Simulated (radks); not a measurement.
# Fe²⁺ in [Ar] 3d6: an all-electron calculation

The task here is to estimate one member of a computed series from the others.

Method: scalar-relativistic Kohn-Sham, r2SCAN, spin-polarised, spherical densities, finite nucleus; open shells are filled with parallel spins first. Code: radks (a radial shooting solver on a logarithmic mesh, Libxc functionals) version 1.

### The atom as given

* element: iron (Z = 26)
* charge: +2
* electrons: 24
* configuration: [Ar] 3d6
* nuclear rms radius: 3.7377 fm

Outer shells as boxes (Hund's rule):

Fe²⁺
```
[Ar] core
3d [↑↓][↑ ][↑ ][↑ ][↑ ]
```

Set-up of the first run:

Input:

```text
Z 26
configuration [Ar] 3d6 4s0 4p0 4d0 4f0
relativity scalar-relativistic
functional r2scan,r2scan
spin polarised
nucleus finite rms 3.7377 fm
c 137.035999084
```

One of the session's tables, all rows but one given; the rest of the session is left out.

It belongs to the step «Shells». Radial moments (bohr):

| level | <r> | outermost maximum (interpolated) | 90 % within | nodes |
| --- | --- | --- | --- | --- |
| 1s down | 0.05846 | 0.0383 | 0.104 | 0 |
| 1s up | 0.05846 | 0.0383 | 0.104 | 0 |
| 2s up | 0.2666 | 0.222 | 0.413 | 1 |
| 2s down | 0.2661 | 0.222 | 0.412 | 1 |
| 2p up | 0.2356 | 0.180 | 0.386 | 0 |
| 2p down | 0.2350 | 0.180 | 0.385 | 0 |
| 3s up | 0.8100 | 0.700 | 1.21 | 2 |
| 3s down | 0.8141 | 0.702 | 1.22 | 2 |
| 3p up | 0.8562 | 0.714 | 1.32 | 1 |
| 3p down | ? | ? | ? | ? |
| 3d up | 1.054 | 0.712 | 1.80 | 0 |
| 3d down | 1.121 | 0.724 | 1.96 | 0 |
| 4s up | 2.465 | 2.15 | 3.63 | 3 |
| 4s down | 2.610 | 2.26 | 3.85 | 3 |
| 4p up | 2.973 | 2.56 | 4.42 | 2 |
| 4p down | 3.167 | 2.71 | 4.70 | 2 |

Q: Estimate the row for 3p down from the others.

**Answer.** <r>: 0.8629; outermost maximum (interpolated): 0.716; 90 % within: 1.33; nodes: 1. In the column «<r>» it lies between 3p up (0.8562) and 3d up (1.054).

Caveats from the session: Open shells are spherical and high-spin; term and fine-structure splittings are not resolved.
